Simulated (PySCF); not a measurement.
# [Pb(OH)2]2+: other functionals and bases at one geometry

An exercise on one series of results from a longer session: the logs are not shown, and one member is left open.

Program: PySCF 2.14.0. Level of theory: several levels, as the steps say, no spin–orbit coupling. These are calculated values, not measurements.

1 further run of the same task is left out (for a known fault of the program).

### Starting geometry

5 atoms, charge 2, spin multiplicity 1.

Bond lengths: Pb1–O2 2.001 Å, Pb1–O4 2.001 Å, O2–H3 0.997 Å, O4–H5 0.997 Å. Angles: O2–Pb1–O4 158.0°, Pb1–O2–H3 115.1°, Pb1–O4–H5 115.1°.

As a file:

```xyz
5

Pb    0.0000    0.0000    0.5417
O     1.9616    0.0939    0.9241
H     2.5539   -0.1331    0.1548
O    -1.9616   -0.0939    0.9241
H    -2.5539    0.1331    0.1548
```

Formal oxidation states: Pb +4. An earlier session relaxed this geometry at PBE0, Pb def2-SVP with ECP60, O def2-SVP, H def2-SVP (singlet, point group C2).

At PBE0 on the finer grid: E = -343.323436 Eh, HOMO -22.39 eV, LUMO -18.05 eV, Mulliken charge on Pb1 +1.71 e, largest force component 0.012 eV/Å. 

Levels to run: TPSSh; CAM-B3LYP; PBE0, TZVP. Hardware: 2 threads of Arm Neoverse V1, shared host.

The first run:

The input, run.py (the lines that set the calculation):

```python
mol = gto.M(atom='''
Pb     0.00000     0.00000     0.54168
O      1.96165     0.09393     0.92412
H      2.55385    -0.13314     0.15481
O     -1.96165    -0.09393     0.92412
H     -2.55385     0.13314     0.15481''',
    basis={'Pb': 'def2-SVP', 'O': 'def2-SVP', 'H': 'def2-SVP'},
    ecp={'Pb': 'def2-SVP'},
    charge=2, spin=0)
mf = dft.RKS(mol, xc='TPSSH')
mf.grids.atom_grid = (75, 302)
mf = mf.density_fit()  # fitting sets: Pb def2-universal-JKFIT, O def2-universal-JKFIT, H def2-universal-JKFIT
mf.conv_tol = 1e-08; mf.max_cycle = 55
mf.kernel(dm0)  # dm0: the density of the relaxed state
```

Started as:

```sh
$ OMP_NUM_THREADS=2 python run.py
```

Among the steps run: TPSSh; CAM-B3LYP; PBE0, TZVP.

One table of the session follows, with a row left open; its other results are not shown here.

| level | HOMO (eV) | gap (eV) | dipole (D) | largest force component (eV/Å) |
| --- | --- | --- | --- | --- |
| PBE0 (relaxed here) | -22.39 | 4.33 | 2.93 | 0.01 |
| TPSSh | ? | ? | ? | ? |
| CAM-B3LYP | -23.86 | 6.83 | 2.98 | 0.32 |
| PBE0, TZVP | -22.30 | 4.43 | 2.76 | 0.90 |

**Question.** Estimate the row for TPSSh.

As computed: HOMO (eV): -21.39; gap (eV): 2.92; dipole (D): 2.83; largest force component (eV/Å): 0.29. In the column «HOMO (eV)» it is the highest.

The dipole of a charged species depends on the origin, so these sizes hold for this origin alone.

In one basis the HOMO–LUMO gap runs from 2.92 eV (TPSSh) to 6.83 eV (CAM-B3LYP). The largest leftover force, 0.90 eV/Å with PBE0, TZVP, stands at a geometry relaxed at another level. Total energies of different levels can't be compared.
